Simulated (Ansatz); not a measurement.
# GeH₃ (doublet): the correlation ladder at distance Ge1–H3 = 1.539 Å, 6-31G

How much of the correlation energy of GeH₃ (doublet) does each wave-function method recover here?

The runs use Ansatz 0.2.0, Gaussian basis; 6-31G, core rule «outside noble gas», up to 14 orbitals frozen.

The runs, in order: UHF; CCSD(T) on ROHF; CCSD(T) on UHF; BCCD(T) on ROHF; CISD as a restricted active space (open shells left free, so some higher excitations enter); CCSDT(Q) on ROHF; CCSDT(Q) on UHF; CASSCF and MRCISD+Q, 3 electrons in 3 orbitals; CASSCF and NEVPT2, 3 electrons in 3 orbitals; CASSCF and MRCISD+Q, 7 electrons in 7 orbitals; CASSCF and NEVPT2, 7 electrons in 7 orbitals; Full CI.

20 further runs of the same task are left out: 13 that didn't finish, 7 set aside as unsound or not needed. Runs told in other sessions of the task aren't counted.

## Step 1: The system

The geometry derives from a PBE0/def2-TZVP stationary point (not a proven minimum). One bond is set to the value named and the two fragments are kept rigid. No spin-orbit coupling is included. The filled d shell of Ge may be among the frozen orbitals whatever the setting's name suggests.

4 atoms, charge 0, spin multiplicity 2.

Atoms are counted from 1 here; the program's logs count them from 0.

Bond lengths: Ge1–H2 1.539 Å, Ge1–H3 1.539 Å, Ge1–H4 1.539 Å. Angles: H2–Ge1–H3 111.2°, H2–Ge1–H4 111.2°, H3–Ge1–H4 111.2°.

## Step 2: UHF

Contents of in.yaml:

```yaml
crystal:
  periodic: [false, false, false]
  atoms:
    - {symbol: Ge, position_ang: [0.000034, -0.000003, -0.018730]}
    - {symbol: H, position_ang: [1.465006, 0.016889, 0.452573]}
    - {symbol: H, position_ang: [-0.748285, 1.261093, 0.448403]}
    - {symbol: H, position_ang: [-0.719150, -1.277779, 0.448837]}
basis:
  gaussian: {orbitals: 6-31G}
magnetization: {spin_polarized: true, initial_magnetization: 1}
hamiltonian: {xc: hf}
output: {orbitals: {seedname: orbitals}}
```

Started as:

```bash
$ ansatz run in.yaml --threads 1 --pin off --events-out ev --progress --plain --max-ram 2393MiB
```

After this run come: CCSD(T) on ROHF; CCSD(T) on UHF; BCCD(T) on ROHF; CISD as a restricted active space (open shells left free, so some higher excitations enter); CCSDT(Q) on ROHF; CCSDT(Q) on UHF; CASSCF and MRCISD+Q, 3 electrons in 3 orbitals; CASSCF and NEVPT2, 3 electrons in 3 orbitals; CASSCF and MRCISD+Q, 7 electrons in 7 orbitals; CASSCF and NEVPT2, 7 electrons in 7 orbitals; Full CI.

Q: Predict the results of all the runs planned. Wanted: FCI from the RHF energy; RMP2 from FCI; UMP2 from FCI; RCCSD from FCI; RCCSD(T) from FCI; UCCSD(T) from FCI; RCCSDT(Q) from FCI; UCCSDT(Q) from FCI; NEVPT2 pair from FCI.

The runs gave:

| quantity | value |
| --- | --- |
| FCI from the ROHF energy | -1.9291 eV |
| RMP2 from FCI | +13.22 kcal/mol |
| UMP2 from FCI | +13.06 kcal/mol |
| RCCSD from FCI | +0.77 kcal/mol |
| RCCSD(T) from FCI | +0.23 kcal/mol |
| UCCSD(T) from FCI | +0.19 kcal/mol |
| RCCSDT(Q) from FCI | 0.00 kcal/mol |
| UCCSDT(Q) from FCI | -0.03 kcal/mol |
| NEVPT2 pair from FCI | +10.81 kcal/mol |
| MRCISD+Q pair from FCI | -0.15 kcal/mol |
| NEVPT2 valence from FCI | +3.64 kcal/mol |
| levels within 1 kcal/mol (43 meV) | RCCSD, UCCSD, RCCSD(T), UCCSD(T), BCCD(T), RCCSDT, UCCSDT, RCCSDT(Q), UCCSDT(Q), MRCISD+Q pair, MRCISD valence, MRCISD+Q valence |
| T1 diagnostic | 0.013 |
| effectively unpaired electrons | 1.02 |

**Reading.** RCCSD(T) misses by +0.23 kcal/mol, 0.5 % of the correlation energy. MRCISD+Q pair falls below full CI: the +Q correction isn't variational, and the cores differ from full CI's. One determinant dominates. Of the multireference levels listed MRCISD+Q pair comes nearest in total energy (-0.15 kcal/mol), which doesn't show that its space is the better one. These misses are within one basis, not against nature; the frozen cores of restricted and unrestricted runs differ, which can shift their rows.

Levels on UHF freeze UHF's core orbitals, full CI those of ROHF, so the U rows can settle a little off it for that reason alone.

With open shells the CI space here admits some higher excitations, so it is larger than plain CISD.
